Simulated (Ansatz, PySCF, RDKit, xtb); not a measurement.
**Si2NH6BrO: ranking a sample of isomers**

Which of a sample of isomers of Si2NH6BrO is the most stable in the gas at 298.15 K, and what are its properties? The sample is small against all isomers, and the most stable one of this formula need not be in it.

The funnel: GFN2-xTB relaxations, single points with a density functional, relaxations at B3LYP/def2-SVP, harmonic vibrations (at GFN2-xTB), and a last energy at a higher level. All values are calculated.

## (1) Candidates

Isomers were taken from a list of plausible structures; this is a sample, not all of them. That gives 3 candidates.

```tsv
label	SMILES	spin
c251	O[Si@@H](Br)N[SiH3]	singlet
c271	ON([SiH3])[SiH2]Br	singlet
c328	O[SiH2]N[SiH2]Br	singlet
```

Candidates are built by distance geometry, with a force field where one applies, in up to four conformers (letters a to d).

Q: Predict the outcome of this search (final energies at CCSD(T)/def2-SVP + MP2/def2-TZVPP - MP2/def2-SVP).

| quantity | value |
| --- | --- |
| lowest structure found | O[Si@@H](Br)N[SiH3], singlet |
| next finalist | O[SiH2]N[SiH2]Br, singlet, 2.0 kcal/mol higher in G |
| share at equilibrium, among the finalists | 96.5 % |
| dipole moment (PBE0/def2-SVPD) | 0.94 D |
| HOMO energy (PBE0/def2-SVPD) | -7.93 eV |
| LUMO energy (PBE0/def2-SVPD) | -0.04 eV |
| HOMO–LUMO gap (PBE0/def2-SVPD) | 7.89 eV |
| lowest excitation (TD-PBE0/def2-SVPD) | 6.58 eV (f = 0.012) |
| strongest of the states computed, same level | 7.14 eV (f = 0.045) |
| lowest triplet excitation, same level, Tamm-Dancoff | 6.22 eV |
| vertical ionisation energy | 9.75 eV |
| vertical electron affinity | -1.09 eV (unbound: the value depends on the basis) |
| vertical triplet less singlet | +6.19 eV |

`O[Si@@H](Br)N[SiH3]` comes out lowest. The margin, 2.0 kcal/mol, is modest. B3LYP/def2-SVP, HF/def2-SVP and MP2/def2-SVP already put its bonding pattern lowest among the structures in one piece. 3 minima inside the window were never screened. The search is not exhaustive (a finite list of starts, one conformer a finalist), so a lower isomer can't be ruled out. Only 3 drawn patterns were tried, so whole families of isomers are missing, and the result ranks this sample alone.
